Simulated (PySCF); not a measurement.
**CH4O2Si (SMILES CO[Si]O): levels of theory compared**

Wanted: a comparison of 3 runs (MP2/pcseg-0, MP2/pcseg-1, MP2/pcseg-2) of CH4O2Si. 

The calculation is run with PySCF 2.14.0.

## 1. Starting point

CH4O2Si: 8 atoms, total charge 0, spin state singlet. SMILES: `CO[Si]O`. The coordinates come from a PBE0-D4/def2-TZVP relaxation. This is one conformer, not always the lowest.

Bond lengths: C1–O2 1.411 Å, O2–Si3 1.657 Å, Si3–O4 1.644 Å, C1–H5 1.092 Å, C1–H6 1.097 Å, C1–H7 1.092 Å, O4–H8 0.963 Å. Angles: C1–O2–Si3 123.9°, O2–Si3–O4 99.6°, O2–C1–H5 109.5°, O2–C1–H6 112.0°, O2–C1–H7 109.5°, Si3–O4–H8 117.2°, H5–C1–H6 108.6°, H5–C1–H7 108.7°, H6–C1–H7 108.6°.

## 2. The energy at MP2/pcseg-0 (run 1)

job.py reads:

```python
from pyscf import gto, mp

mol = gto.Mole()
mol.atom = '''
C     -1.125710     2.133312    -0.456747
O      0.005480    -0.280813    -0.408370
Si     1.445640    -1.487403     2.097218
O      2.302064    -4.234876     0.926911
H     -0.234326     3.281131    -1.922607
H     -0.937304     3.116914     1.357579
H     -3.133733     1.943016    -0.896297
H      1.851932    -4.579562    -0.803134
'''
mol.charge = 0
mol.max_memory = 1860
mol.unit = 'bohr'
mol.spin = 0
mol.basis = 'pcseg-0'
mol.verbose = 4
mol.build()

mf = mol.RHF()
mf.conv_tol = 1e-10
mf.kernel()
if not mf.converged:
    mf = mf.newton().run(mf.mo_coeff, mf.mo_occ)

pt = mp.MP2(mf, frozen=8).run()
e_tot = pt.e_tot
print('E(%s) = %.9f' % ('MP2', e_tot))
```

Launch:

```bash
$ OMP_NUM_THREADS=1 python job.py
```

What it wrote:

```text
PySCF version 2.14.0

[... 64 lines left out ...]
converged SCF energy = -477.968597820259
[... 1 line left out ...]
******** <class 'pyscf.mp.mp2.RMP2'> ********
nocc = 12, nmo = 40
frozen orbitals 8
E(RMP2) = -478.343804575402  E_corr = -0.375206755143423
E(SCS-RMP2) = -478.340454585929  E_corr = -0.371856765669911
E_corr(same-spin) = -0.0904515467333035
E_corr(oppo-spin) = -0.284755208410119
E(MP2) = -478.343804575
```

It took 0.78 s on 1 thread of Arm Neoverse V2, shared host; peak memory 0.12 GiB.

## 3. The energy at MP2/pcseg-1 (run 2)

input.py reads:

```python
from pyscf import gto, scf, mp

molecule = gto.M(
    atom='''
C   -0.595700   1.128900  -0.241700
O    0.002900  -0.148600  -0.216100
Si   0.765000  -0.787100   1.109800
O    1.218200  -2.241000   0.490500
H   -0.124000   1.736300  -1.017400
H   -0.496000   1.649400   0.718400
H   -1.658300   1.028200  -0.474300
H    0.980000  -2.423400  -0.425000
''',
    basis='pcseg-1',
    max_memory=1860,
    verbose=3,
    charge=0,
)

myscf = scf.RHF(molecule)
myscf.conv_tol = 1e-10
myscf.kernel()
if not myscf.converged:
    myscf = myscf.newton().run(myscf.mo_coeff, myscf.mo_occ)

pt = mp.MP2(myscf, frozen=8).run()
e_final = pt.e_tot
print('E = %.10f Eh' % e_final)
```

Launch:

```bash
$ OMP_NUM_THREADS=1 python input.py
```

What it wrote:

```text
converged SCF energy = -478.822850293272
E(RMP2) = -479.418495443308  E_corr = -0.595645150035793
E(SCS-RMP2) = -479.407775251966  E_corr = -0.584924958694001
E = -479.4184954433 Eh
```

Wall time 1.6 s (1 thread of Arm Neoverse V2, shared host); peak memory 0.17 GiB.

## 4. The energy at MP2/pcseg-2 (run 3)

input.py reads:

```python
# CO[Si]O
from pyscf import gto, scf, mp

system = gto.M(
    atom='''
C   -0.595700   1.128900  -0.241700
O    0.002900  -0.148600  -0.216100
Si   0.765000  -0.787100   1.109800
O    1.218200  -2.241000   0.490500
H   -0.124000   1.736300  -1.017400
H   -0.496000   1.649400   0.718400
H   -1.658300   1.028200  -0.474300
H    0.980000  -2.423400  -0.425000
''',
    verbose=3,
    max_memory=1860,
    basis='pcseg-2',
)

mf = scf.RHF(system)
mf.conv_tol = 1e-10
mf.kernel()
if not mf.converged:
    mf = mf.newton().run(mf.mo_coeff, mf.mo_occ)

pt = mp.MP2(mf, frozen=8).run()
etot = pt.e_tot
print(f'total energy: {etot:.8f} hartree')
```

Launch:

```bash
$ OMP_NUM_THREADS=1 python input.py
```

What it wrote:

```text
converged SCF energy = -478.994965368869
E(RMP2) = -479.735404328288  E_corr = -0.740438959418468
E(SCS-RMP2) = -479.728170610654  E_corr = -0.733205241784448
total energy: -479.73540433 hartree
```

Run time: 17 s. Hardware: 1 thread of Arm Neoverse V2, shared host; peak memory 1.4 GiB.

## 5. Overview of the runs

```tsv
run	level	energy (Eh)	dipole moment (D) of the reference	HOMO energy (eV)	LUMO energy (eV)	wall time
1	MP2/pcseg-0	-478.343805	2.68	-9.72	2.34	0.78 s
2	MP2/pcseg-1	-479.418495	2.37	-9.65	1.93	1.6 s
3	MP2/pcseg-2	-479.735404	2.22	-9.64	1.77	17 s
```

## 6. Outcome

| quantity | value |
| --- | --- |
| run 3: total energy | -479.73540 Eh |
| run 3: dipole moment (Hartree–Fock density) | 2.22 D |
| run 3: HOMO energy (Hartree–Fock orbitals) | -9.64 eV |
| run 3: LUMO energy (Hartree–Fock orbitals) | 1.77 eV |
| run 3: HOMO–LUMO gap (Hartree–Fock orbitals) | 11.41 eV |
| run 3: correlation energy (8 core orbitals frozen) | -740.4 mEh |

**Reading.** Over the runs the total energy spans 37.867 eV. All runs together took 20 s, the longest 17 s.
